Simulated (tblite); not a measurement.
# C5H6BF3S: the cost of one run

The runs use tblite 0.8.0 and PySCF 2.14.0, with density-fitted response routines of our own; the level of theory stands in each step. All values are computed, except where a source is named. Atoms count from 0, in the outputs and in this text.

## Step 1: The molecule as given

16 atoms, charge 0, multiplicity 1; geometry from: force field or distance geometry start.

Bonds of the start (Å): C0–C1 1.20, C1–B2 1.56, B2–C3 1.60, C3–C4 1.50, C4–F5 1.38, C4–F6 1.41, C4–F7 1.36, B2–S8 1.87, S8–C9 1.80, C0–H10 1.07, C3–H11 1.13, C3–H12 1.12, C9–H13 1.11, C9–H14 1.12, C9–H15 1.11.

## Step 2: Geometry optimisation with GFN2-xTB

Job settings and geometry (Å):

```
{"job": {"kind": "relax", "xc": "GFN2-xTB", "basis": "xTB"}, "charge": 0, "multiplicity": 1}
C      0.427600     2.878100     0.068600
C      0.170500     1.703300    -0.001800
B     -0.146600     0.181500    -0.086300
C     -1.234100    -0.340100     0.960600
C     -2.430400    -0.966400     0.303600
F     -2.088700    -2.041300    -0.496200
F     -3.049700     0.012000    -0.498400
F     -3.340100    -1.318600     1.258200
S      1.105200    -0.945400    -0.909700
C      2.774900    -0.674500    -0.284200
H      0.641900     3.921000     0.107300
H     -0.665700    -1.069300     1.603700
H     -1.601000     0.513700     1.576900
H      2.813700     0.062400     0.547700
H      3.475300    -0.284100    -1.066800
H      3.139600    -1.623500     0.173000
```

Started as:

```
> OMP_NUM_THREADS=1 python probes_run.py task.json out
```

The driver reads the jobs from task.json and runs them one after another.

**Question.** How long does this first job take on 1 thread of Intel Xeon at 2.50GHz, shared host, and how much memory does it need?

About 4 s, with a peak of 0.18 GiB.
